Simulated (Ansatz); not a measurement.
# Zr3SbH: further runs on a relaxed guess

The task, for Zr3SbH: see whether it has a gap, which orbitals make up the states near it and how charge is shared, tighten the relaxation, test it by its phonons and get its elastic tensor.

Program: Ansatz 0.2.0. Level of theory: DFT PBE, scalar-relativistic, plane waves, PAW. These are calculated values, not measurements.

4 further runs of the same task are left out: 2 that didn't finish, 2 set aside as unsound or not needed.

## (1) The structure to begin with

Symmetry: Pm-3m, No. 221, cubic system. The conventional cell has a = 4.468 Å, b = 4.468 Å, c = 4.468 Å, α = 90.00°, β = 90.00°, γ = 90.00°. Zr (site symmetry 4/mmm) is surrounded by 2 H at 2.23 Å. Sb (site symmetry m-3m) has 12 Zr at 3.16 Å as nearest neighbours. H (site symmetry m-3m) is surrounded by 6 Zr at 2.23 Å.

Structure file:

```
Zr Sb H
1.0
     4.46834    0.00000    0.00000
     0.00000    4.46834    0.00000
     0.00000    0.00000    4.46834
Zr Sb H
3 1 1
Direct
  0.00000 0.50000 0.50000
  0.50000 0.00000 0.50000
  0.50000 0.50000 0.00000
  0.00000 0.00000 0.00000
  0.50000 0.50000 0.50000
```

It is the end of an earlier relaxation with the same method, from a database cell with other species swapped in; it is a trial structure. At a tolerance of 0.05 Å it has space group Pm-3m (No. 221); it has 17.84 Å³/atom, an uncorrected energy of -0.50 eV/atom over the elements.

## (2) Electronic structure at the relaxed geometry

File input.yaml:

```yaml
crystal:
  lattice:
    - [4.468341379, 0.0, 0.0]
    - [0.0, 4.468341379, 0.0]
    - [0.0, 0.0, 4.468341379]
  atoms:
    - { symbol: Zr, position: [0.0, 0.5, 0.5] }
    - { symbol: Zr, position: [0.5, 0.0, 0.5] }
    - { symbol: Zr, position: [0.5, 0.5, 0.0] }
    - { symbol: Sb, position: [0.0, 0.0, 0.0] }
    - { symbol: H, position: [0.5, 0.5, 0.5] }
basis:
  ecutwfc: 420
kpoints:
  mp_grid: { grid: [8, 8, 8] }
  band_path:
    path:
      - [[0.0, 0.0, 0.0], [0.0, 0.5, 0.0], [0.5, 0.5, 0.0], [0.0, 0.0, 0.0], [0.5, 0.5, 0.5], [0.0, 0.5, 0.0]]
      - [[0.5, 0.5, 0.5], [0.5, 0.5, 0.0]]
    npoints: 14
hamiltonian:
  xc: pbe
scf:
  occupations: { method: gaussian, width: 0.1 }
  n_extra_bands: 12
output:
  forces: true
  stress: true
  eigenvalues: true
  populations: true
  dos: { projected: true, de: 0.02, nscf_kmesh: { grid: [10, 10, 10] } }
  bader: true
```

Run with:

```bash
$ ansatz run input.yaml --threads 1 --pin off --max-ram 2048MiB --backend cpu --events-out ev --progress --plain --runs-dir out
```

The program printed:

```text
Warning: RAYON_NUM_THREADS=1 ignored (pool sized by the plan → 1); use --threads N
scf.n_extra_bands = 12 over 26 filled bands (N_el = 52.0): the run solves 38 bands
Engine: ansatz 0.2.0, aarch64-unknown-linux-gnu
Pseudopotentials: kind: paw
Pseudopotential: Zr, paw, valence charge 12, recommended cutoff 420 eV (normal), Zr.paw.azcp
Pseudopotential: Sb, paw, valence charge 15, recommended cutoff 420 eV (normal), Sb.paw.azcp
Pseudopotential: H, paw, valence charge 1, recommended cutoff 420 eV (normal), H.paw.azcp
Functional definition: PBE
  parameter kappa = 0.804
  parameter beta = 0.06672455060314922
  exchange = pbe_x(kappa = kappa, mu = beta*pi^2/3)
  correlation = pbe_c(beta = beta)
Crystal: 5 atoms, lattice volume = 89.215 Å³
Basis set: ecut = 420 eV, 1743 PW (Γ), exchange–correlation on 60×60×60 points (8 copies of the dense FFT grid, shifted against one another)
Bands: 38, of which v1, the nominal top of the filled ones, is band 26 counted from 1 (25 counted from 0)
Symmetry: 48 space group operations
Space group: Pm-3m (ITA 221), of the structure as read, at distance tolerance 4.5e-5 Å
k-points: 35 of 512
Non-local potential: Zr, projectors of the file, l = 0: 3, l = 1: 2, l = 2: 2, l = 3: 2
Non-local potential: Sb, projectors of the file, l = 0: 2, l = 1: 2, l = 2: 2, l = 3: 2
Non-local potential: H, projectors of the file, l = 0: 2, l = 1: 1
PAW form: soft (Blöchl's): semilocal exchange-correlation on the pseudo side does not see the compensation charge
PAW one-centre angular grid: Zr, 590 points (default); XC on 64 Gauss nodes
PAW one-centre angular grid: Sb, 590 points (default); XC on 64 Gauss nodes
PAW one-centre angular grid: H, 110 points (default); XC on 64 Gauss nodes
Initial density: superposition of atomic densities (neutral atoms: chi_scale 0, normalization atom), corrected by the library's trained network
Initial wavefunctions: pseudopotential atomic-orbital guess
Functional: x = pbe(κ = 0.804, μ = 0.2195149727645171), c = pbe(β = 0.06672455060314922)
SCF iter   1: F=—  HF=-19054.378726 eV  |F-HF|=—  |Δ(HF+E_count)|=         —  Δρ=3.22e-3  dr2=7.45e-3  ethr=1.77e-3  ⟨swp⟩=5.9  Hψ=5457  notcnv=0  defer=13
preconditioner: auto → Kerker (q_TF=auto, 2.494 Å⁻¹)  [metal: Δε(μ)=0.048 eV  Ē_g=6.489 eV  σ=0.100 eV  W_gap=0.26  n_scr=26 (ndim 8)  ℏωp=16.7 eV  f_vac=0.000  D(μ)=3.79/eV (n_scr^D=26)]
SCF iter   2: F=—  HF=-19054.377800 eV  |F-HF|=—  |Δ(HF+E_count)|=   9.25e-4  Δρ=2.11e-3  dr2=3.32e-3  ethr=1.43e-5  ⟨swp⟩=1.4  Hψ=1771  notcnv=0  defer=15
SCF iter   3: F=—  HF=-19054.377765 eV  |F-HF|=—  |Δ(HF+E_count)|=   3.57e-5  Δρ=6.50e-4  dr2=2.46e-4  ethr=6.39e-6  ⟨swp⟩=2.2  Hψ=1950  notcnv=0  defer=15
SCF iter   4: F=—  HF=-19054.377653 eV  |F-HF|=—  |Δ(HF+E_count)|=   1.12e-4  Δρ=3.47e-4  dr2=6.79e-5  ethr=4.73e-7  ⟨swp⟩=2.0  Hψ=1857  notcnv=0  defer=15
SCF iter   5: F=—  HF=-19054.377788 eV  |F-HF|=—  |Δ(HF+E_count)|=   1.35e-4  Δρ=8.02e-5  dr2=2.63e-6  ethr=1.31e-7  ⟨swp⟩=2.0  Hψ=1965  notcnv=0  defer=15
SCF iter   6: F=—  HF=-19054.377786 eV  |F-HF|=—  |Δ(HF+E_count)|=   1.52e-6  Δρ=3.12e-5  dr2=3.92e-7  ethr=5.05e-9  ⟨swp⟩=2.0  Hψ=1947  notcnv=0  defer=15
SCF iter   7: F=-19054.377786 eV  HF=-19054.377786 eV  |F-HF|=2.05e-8  |Δ(HF+E_count)|=   2.26e-7  Δρ=7.01e-6  dr2=2.17e-8  ethr=1.92e-10  ⟨swp⟩=8.2  Hψ=4697  notcnv=0
SCF 1 converged in 7 iterations: F = -19054.377786 eV  dr2 = 2.17e-8
NSCF: frozen V_eff on 86 k-points
NSCF: frozen V_eff on 56 k-points
SCF converged after 7 iterations
Free energy (F): -19054.377786 eV
Harris-Foulkes:  -19054.377786 eV  (|F-HF|=2.05e-8)
Internal energy: -19054.358603 eV  (E = F + TS)
E sigma→0 (E₀):  -19054.368195 eV
Entropy (-TS):   -0.019183 eV (-3.837 meV/atom)
Fermi energy:    15.044818 eV
--- Per-component energies (eV) ---
  E_band       = -345.677998
  E_kinetic    = 1227.073056
  E_local      = -3105.356694  (includes V_loc(G=0)·N_el)
  E_nonlocal   = 607.662601
  E_hartree    = 1176.426656
  E_xc         = -635.512914
  E_vxc        = -685.226743  (∫ρ·V_xc dr)
  E_paw        = -13441.892099  (= ΣΔE_a)
  E_vpaw       = -742.686779  (= ΣTr[D̂ρ^β])
  E_aug_tail   = -0.001071  (compensation charges beyond the density's cutoff)
  E_ewald      = -4882.758138
  E_smearing   = -0.019183  (= −TS)
  E_closure    = 0.000000  (closes the sum)
  Σ components = -19054.377786   (vs F -19054.377786, Δ=0.00e0)
--- Forces (eV/Å), atoms counted from 1 ---
  atom   1  Zr     0.00000000     0.00000000     0.00000000
  atom   2  Zr     0.00000000    -0.00000000     0.00000000
  atom   3  Zr     0.00000000    -0.00000000     0.00000000
  atom   4  Sb    -0.00000000    -0.00000000    -0.00000000
  atom   5  H      0.00000000    -0.00000000    -0.00000000
  max |Σ_I F_I| component: 4.25e-29 eV/Å
--- Stress (GPa, compression-positive) ---
       -0.006804      -0.000000       0.000000
       -0.000000      -0.006804       0.000000
        0.000000      -0.000000      -0.006804
  P = ⅓ Tr σ = -0.0068 GPa (-0.068 kbar)
--- Band table (eV; the first three rows and the last of 35) ---
  k-point 0: bands = ["-33.7439", "-33.5724", "-33.5724", "-14.0186", "-14.0186", "-14.0186", "-14.0119", "-14.0119", "-12.1260", "-12.1260", "-12.1260", "-11.6887", "-11.6887", "-11.6887", "-11.3668", "-11.3668", "-11.3668", "4.2466", "7.3479", "12.6679", "12.6679", "13.1733", "13.1733", "13.1733", "13.3423", "13.3423", "13.3423", "16.8868", "16.9777", "16.9777", "16.9777", "18.9107", "18.9107", "20.1521", "20.7802", "20.7802", "20.7802", "21.0987"]
  k-point 1: bands = ["-33.7381", "-33.5782", "-33.5723", "-14.0204", "-14.0204", "-14.0186", "-14.0130", "-14.0114", "-12.1085", "-12.1085", "-12.1038", "-11.6935", "-11.6935", "-11.6898", "-11.4008", "-11.3785", "-11.3785", "4.3496", "7.4553", "11.9362", "12.7361", "12.7361", "12.8284", "13.2355", "13.7841", "13.7988", "13.7988", "16.8046", "17.2021", "17.2021", "17.2848", "18.5080", "18.9062", "19.7464", "19.7464", "19.8273", "20.7402", "20.7814"]
  k-point 2: bands = ["-33.7220", "-33.5942", "-33.5721", "-14.0247", "-14.0247", "-14.0186", "-14.0159", "-14.0102", "-12.0611", "-12.0611", "-12.0392", "-11.7106", "-11.7106", "-11.6924", "-11.4940", "-11.4065", "-11.4065", "4.6241", "7.7204", "10.9064", "12.3037", "12.3037", "13.2800", "13.4059", "14.3423", "14.3423", "14.3650", "16.3883", "17.3387", "17.5985", "17.5985", "17.7816", "18.6825", "18.8936", "18.8936", "19.1945", "20.7842", "20.8376"]
  k-point 34: bands = ["-33.6281", "-33.6281", "-33.6281", "-14.0188", "-14.0188", "-14.0188", "-14.0071", "-14.0071", "-12.3885", "-12.1032", "-12.1032", "-12.1032", "-11.4406", "-11.4406", "-11.4406", "-11.3420", "-11.3420", "5.1115", "10.5640", "11.9992", "11.9992", "11.9992", "12.2375", "12.2375", "12.2375", "15.5466", "15.5466", "15.5466", "16.5275", "16.5275", "16.5275", "17.2249", "17.7088", "17.7088", "20.1957", "20.1957", "20.1957", "22.3727"]
--- Löwdin populations: 5 sites ---
  site symbol       q [e]
     0     Zr     11.8553
     1     Zr     11.8553
     2     Zr     11.8553
     3     Sb     15.0731
     4      H      1.1109
  spilling = 0.004807 (of n_electrons = 52.000000)
--- Bader charges: 5 sites ---
  site symbol  charge [e]  shift [e]
     0     Zr      0.7447     0.0002
     1     Zr      0.7447     0.0002
     2     Zr      0.7447     0.0002
     3     Sb     -1.5010     0.0000
     4      H     -0.7332     0.0005
  estimated error of the sums over rays = 3.4e-4 e
```

It took 44 s on 1 thread of Arm Neoverse V1, shared host; peak memory 0.43 GiB.

Per atom:

| atom | Löwdin electrons | Bader charge (e) | Bader volume (Å³) |
| --- | --- | --- | --- |
| Zr1 | 11.86 | +0.74 | 17.9 |
| Zr2 | 11.86 | +0.74 | 17.9 |
| Zr3 | 11.86 | +0.74 | 17.9 |
| Sb4 | 15.07 | -1.50 | 29.9 |
| H5 | 1.11 | -0.73 | 5.7 |

The Löwdin counts miss 0.25 of the 52 electrons, which the atomic orbitals do not span, so they are no charges.

From bands.tsv, the levels nearest the Fermi level at the path's corners, in eV from the Fermi level:

```tsv
point	band 22	band 23	band 24	band 25	band 26	band 27	band 28	band 29
Γ	-1.87	-1.87	-1.87	-1.70	-1.70	-1.70	1.84	1.93
X	-3.13	-1.31	-0.80	0.17	0.17	0.47	0.71	0.93
M	-3.61	-1.00	-1.00	-0.83	0.39	0.39	0.85	1.41
Γ	-1.87	-1.87	-1.87	-1.70	-1.70	-1.70	1.84	1.93
R	-3.05	-2.81	-2.81	-2.81	0.50	0.50	0.50	1.48
X	-3.13	-1.31	-0.80	0.17	0.17	0.47	0.71	0.93
R	-3.05	-2.81	-2.81	-2.81	0.50	0.50	0.50	1.48
M	-3.61	-1.00	-1.00	-0.83	0.39	0.39	0.85	1.41
```

Counts of states by energy window (eV from the Fermi level), total and by projection:

```csv
from,to,total,Zr 5s,Zr 4d,Sb 5p
-8,-7,0.34,0.04,0.14,0.00
-7,-6,1.17,0.23,0.30,0.04
-6,-5,0.49,0.08,0.10,0.02
-5,-4,2.42,0.33,0.79,1.11
-4,-3,3.21,0.17,1.21,1.72
-3,-2,0.60,0.04,0.35,0.19
-2,-1,3.99,0.21,3.47,0.17
-1,0,3.69,0.08,3.17,0.24
0,1,2.55,0.06,2.31,0.04
1,2,4.70,0.35,3.85,0.07
2,3,6.30,0.34,5.25,0.11
3,4,3.18,0.37,2.00,0.20
4,5,4.38,0.13,3.14,0.88
```

The solved bands begin to run out at 5.1 eV, so nothing above is shown.

Below -8 eV lie 36 or so more states.

## (3) Relaxing to 0.001 eV/Å, on the response runs' mesh and smearing

File input.yaml:

```yaml
crystal:
  lattice:
    - [4.468341379, 0.0, 0.0]
    - [0.0, 4.468341379, 0.0]
    - [0.0, 0.0, 4.468341379]
  atoms:
    - { symbol: Zr, position: [0.0, 0.5, 0.5] }
    - { symbol: Zr, position: [0.5, 0.0, 0.5] }
    - { symbol: Zr, position: [0.5, 0.5, 0.0] }
    - { symbol: Sb, position: [0.0, 0.0, 0.0] }
    - { symbol: H, position: [0.5, 0.5, 0.5] }
basis:
  ecutwfc: 420
kpoints:
  mp_grid: { grid: [8, 8, 8] }
hamiltonian:
  xc: pbe
scf:
  occupations: { method: fermi_dirac, width: 0.15 }
output:
  forces: true
  stress: true
  eigenvalues: true
relax:
  adjacent_minimum: "off"
  f_tol: 0.001
  max_steps: 60
  cell: { stress_tol: 0.01 }
```

Run with:

```bash
$ ansatz run input.yaml --threads 1 --pin off --max-ram 2048MiB --backend cpu --events-out ev --progress --plain --runs-dir out
```

The program printed, cut to the lines that bear on the results:

```text
Warning: RAYON_NUM_THREADS=1 ignored (pool sized by the plan → 1); use --threads N
band count auto-derived: 33 (N_el = 52.0; filled up to band 26; 32 by the electrons, moments and atoms)
[...]
[... 5 set-up lines as earlier in the session ...]
[...]
Crystal: 5 atoms, lattice volume = 89.215 Å³
Basis set: ecut = 420 eV, 1743 PW (Γ), exchange–correlation on 60×60×60 points (8 copies of the dense FFT grid, shifted against one another)
Bands: 33, of which v1, the nominal top of the filled ones, is band 26 counted from 1 (25 counted from 0)
[... 1 set-up line as earlier in the session ...]
[...]
--- Stress (GPa, compression-positive) ---
       -0.000543       0.000000       0.000000
        0.000000      -0.000543      -0.000000
        0.000000      -0.000000      -0.000543
  P = ⅓ Tr σ = -0.0005 GPa (-0.005 kbar)
--- Band table (eV; the first three rows and the last of 35) ---
[...]
--- Relaxed structure (3 steps of the walk, 2 accepted, 1 SCFs on fresh bases) ---
  F+E_penalty+E_count = -19054.52747599 eV   max|allowed force component| = 1.469e-29 eV/Å   (the final SCF, on the basis selected at the relaxed cell)
  cell:  # Å, volume = 89.3239 Å³
    - [4.470155573540537, 0.0, 2.407412430484045e-35]
    - [-1.6049416203226962e-35, 4.470155573540537, 0.0]
    - [1.6049416203226962e-35, 0.0, 4.470155573540537]
  atoms:
    - { symbol: Zr, position: [-5.749450986997074e-47, 0.5, 0.5] }
    - { symbol: Zr, position: [0.5, 1.96003721720791e-48, 0.5] }
    - { symbol: Zr, position: [0.5, 0.5, -1.3063137520575606e-48] }
    - { symbol: Sb, position: [-4.103011241355221e-46, -1.8097676972219687e-46, -1.3066914781386054e-48] }
    - { symbol: H, position: [0.5, 0.5, 0.5] }
```

Wall time 26 s (1 thread of Arm Neoverse V1, shared host); peak memory 0.4 GiB.

Step by step:

| step | E - E(step 1) (eV/cell) | largest force component (eV/Å) | pressure (GPa) | volume (Å³) |
| --- | --- | --- | --- | --- |
| 1 | 0.0000 | 0.0000 | 0.14 | 89.22 |
| 2 | 0.0003 | 0.0000 | -0.32 | 89.57 |
| 3 | 0.0000 | 0.0000 | 0.00 | 89.32 |
| 4 | -0.0001 | 0.0000 | 0.00 | 89.32 |

Step 1 is the start. Step 4 repeats the geometry before it on a plane-wave basis chosen anew for that cell, so its energy need not be comparable with the rows above. Step 2 was tried and not accepted.

|  | before | after | change |
| --- | --- | --- | --- |
| a (Å) | 4.468 | 4.470 | 0.0 % |
| b (Å) | 4.468 | 4.470 | 0.0 % |
| c (Å) | 4.468 | 4.470 | 0.0 % |
| volume (Å³/atom) | 17.84 | 17.86 | +0.1 % |
| shortest distance (Å) | 2.234 | 2.235 | 0.0 % |
| space group (0.01 Å) | Pm-3m | Pm-3m | same |

The run keeps the 48 symmetry operations of the start, so it could not have lowered the symmetry.

## (4) Phonons on a q mesh

File input.yaml:

```yaml
crystal:
  lattice:
    - [4.4701555735, 0.0, 0.0]
    - [0.0, 4.4701555735, 0.0]
    - [0.0, 0.0, 4.4701555735]
  atoms:
    - { symbol: Zr, position: [0.0, 0.5, 0.5] }
    - { symbol: Zr, position: [0.5, 0.0, 0.5] }
    - { symbol: Zr, position: [0.5, 0.5, 0.0] }
    - { symbol: Sb, position: [0.0, 0.0, 0.0] }
    - { symbol: H, position: [0.5, 0.5, 0.5] }
basis:
  ecutwfc: 420
kpoints:
  mp_grid: { grid: [8, 8, 8] }
hamiltonian:
  xc: pbe
scf:
  occupations: { method: fermi_dirac, width: 0.15 }
output:
  eigenvalues: true
phonons:
  method: dfpt
  eigenvectors: true
  qmesh: [2, 2, 2]
  temperatures: { t_max: 1000, t_step: 100 }
  qpath:
    path:
      - [[0.0, 0.0, 0.0], [0.0, 0.5, 0.0], [0.5, 0.5, 0.0], [0.0, 0.0, 0.0], [0.5, 0.5, 0.5], [0.0, 0.5, 0.0]]
      - [[0.5, 0.5, 0.5], [0.5, 0.5, 0.0]]
    npoints: 8
```

Run with:

```bash
$ ansatz run input.yaml --threads 1 --pin off --max-ram 2048MiB --backend cpu --events-out ev --progress --plain --runs-dir out
```

The program printed:

```text
Warning: RAYON_NUM_THREADS=1 ignored (pool sized by the plan → 1); use --threads N
band count auto-derived: 33 (N_el = 52.0; filled up to band 26; 32 by the electrons, moments and atoms)
[... 10 set-up lines as earlier in the session ...]
Crystal: 5 atoms, lattice volume = 89.324 Å³
Basis set: ecut = 420 eV, 1743 PW (Γ), exchange–correlation on 60×60×60 points (8 copies of the dense FFT grid, shifted against one another)
Bands: 33, of which v1, the nominal top of the filled ones, is band 26 counted from 1 (25 counted from 0)
[... 1 set-up line as earlier in the session ...]
k-points: 35 of 512
[... 10 set-up lines as earlier in the session ...]
SCF iter   1: F=—  HF=-19054.527879 eV  |F-HF|=—  |Δ(HF+E_count)|=         —  Δρ=2.81e-3  dr2=4.86e-3  ethr=1.77e-3  ⟨swp⟩=5.5  Hψ=4595  notcnv=0
preconditioner: auto → Kerker (q_TF=auto, 2.493 Å⁻¹)  [metal: Δε(μ)=0.049 eV  Ē_g=5.336 eV  σ=0.150 eV  W_gap=0.08  n_scr=26 (ndim 8)  ℏωp=16.7 eV  f_vac=0.000  D(μ)=4.25/eV (n_scr^D=32)]
SCF iter   2: F=—  HF=-19054.527384 eV  |F-HF|=—  |Δ(HF+E_count)|=   4.95e-4  Δρ=1.82e-3  dr2=2.15e-3  ethr=9.34e-6  ⟨swp⟩=2.3  Hψ=1751  notcnv=0
SCF iter   3: F=—  HF=-19054.527599 eV  |F-HF|=—  |Δ(HF+E_count)|=   2.16e-4  Δρ=6.08e-4  dr2=1.91e-4  ethr=4.14e-6  ⟨swp⟩=2.1  Hψ=1806  notcnv=0
SCF iter   4: F=—  HF=-19054.527492 eV  |F-HF|=—  |Δ(HF+E_count)|=   1.07e-4  Δρ=3.19e-4  dr2=4.78e-5  ethr=3.68e-7  ⟨swp⟩=2.0  Hψ=1845  notcnv=0
SCF iter   5: F=—  HF=-19054.527476 eV  |F-HF|=—  |Δ(HF+E_count)|=   1.57e-5  Δρ=6.65e-5  dr2=2.65e-6  ethr=9.19e-8  ⟨swp⟩=2.0  Hψ=1890  notcnv=0
SCF iter   6: F=—  HF=-19054.527476 eV  |F-HF|=—  |Δ(HF+E_count)|=   3.90e-7  Δρ=2.09e-5  dr2=2.63e-7  ethr=5.09e-9  ⟨swp⟩=2.0  Hψ=1869  notcnv=0
SCF iter   7: F=—  HF=-19054.527476 eV  |F-HF|=—  |Δ(HF+E_count)|=   1.21e-7  Δρ=2.84e-6  dr2=4.71e-9  ethr=5.06e-10  ⟨swp⟩=2.0  Hψ=1882  notcnv=0
SCF iter   8: F=—  HF=-19054.527476 eV  |F-HF|=—  |Δ(HF+E_count)|=   1.53e-9  Δρ=2.47e-7  dr2=3.91e-11  ethr=9.05e-12  ⟨swp⟩=2.0  Hψ=1957  notcnv=0
SCF iter   9: F=-19054.527476 eV  HF=-19054.527476 eV  |F-HF|=1.46e-11  |Δ(HF+E_count)|=  1.09e-11  Δρ=7.23e-8  dr2=4.23e-12  ethr=1.00e-12  ⟨swp⟩=5.2  Hψ=4755  notcnv=0
SCF 1 converged in 9 iterations: F = -19054.527476 eV  dr2 = 4.23e-12
Initial density: read from a saved state, or passed on in memory by an earlier SCF of this step, an earlier step, the calling program or the single point that the run made first
iter 1 solved again at ethr=1.30e-7 eV; its pass at ethr=3.10e-3 eV (dr2=6.78e-5 eV) is discarded
SCF iter   1: F=—  HF=-19054.527476 eV  |F-HF|=—  |Δ(HF+E_count)|=         —  Δρ=3.12e-7  dr2=7.60e-11  ethr=1.30e-7  ⟨swp⟩=3.1  Hψ=7696  notcnv=0
eigensolver tolerance schedule: the retry pair's looser diagonalisation over-reported the residual by 892818.05 of it (diagonalisation noise at an unbounded share of the residual, at the tolerance the schedule requests for it); recorded, not acted on — ethr = c·dr2/N_el stays at c = 1.0e-1
preconditioner: auto → Kerker (q_TF=auto, 2.493 Å⁻¹)  [metal: Δε(μ)=0.051 eV  Ē_g=5.329 eV  σ=0.150 eV  W_gap=0.08  n_scr=26 (ndim 8)  ℏωp=16.7 eV  f_vac=0.000  D(μ)=4.26/eV (n_scr^D=32)]
SCF iter   2: F=—  HF=-19054.527476 eV  |F-HF|=—  |Δ(HF+E_count)|=   5.10e-7  Δρ=1.55e-7  dr2=1.00e-11  ethr=1.00e-12  ⟨swp⟩=3.5  Hψ=2990  notcnv=0
SCF iter   3: F=-19054.527476 eV  HF=-19054.527476 eV  |F-HF|=7.28e-12  |Δ(HF+E_count)|=  3.64e-12  Δρ=1.06e-7  dr2=4.59e-12  ethr=1.00e-12  ⟨swp⟩=4.3  Hψ=2866  notcnv=0
SCF 2 converged in 3 iterations: F = -19054.527476 eV  dr2 = 4.59e-12
phonons: the bands overlap, so this run is a metal and interpolates without the dipole-dipole term. If the crystal is really an insulator or semiconductor, its LO-TO splitting is missing
NSCF: frozen V_eff on 35 k-points
NSCF: frozen V_eff on 125 k-points
DFPT response loops at q = (0, 0, 0) (fractional): preconditioner auto → Kerker (q_TF=auto, 2.493 Å⁻¹) (partly filled bands, converged f_vac=0.000); β = 1.00, the filter's whole step (`scf.mixing.beta` (0.50) is not read by the response loops under this deck's `scf.mixing.preconditioner`; to damp them name `kerker` or `kerker_dos`, under which they read `scf.mixing.beta`, and type it under 1.00, their step now; both keys bind the ground state too); Broyden in place of MSR1
NSCF: frozen V_eff on 250 k-points
DFPT response loops at q = (0, 0, -0.5) (fractional): mixed as the last ones told, above
NSCF: frozen V_eff on 250 k-points
DFPT response loops at q = (0, -0.5, -0.5) (fractional): mixed as the last ones told, above
```

Wall time 14 min (1 thread of Arm Neoverse V1, shared host).

It was stopped at the time limit.

[end of part 1 of 2]
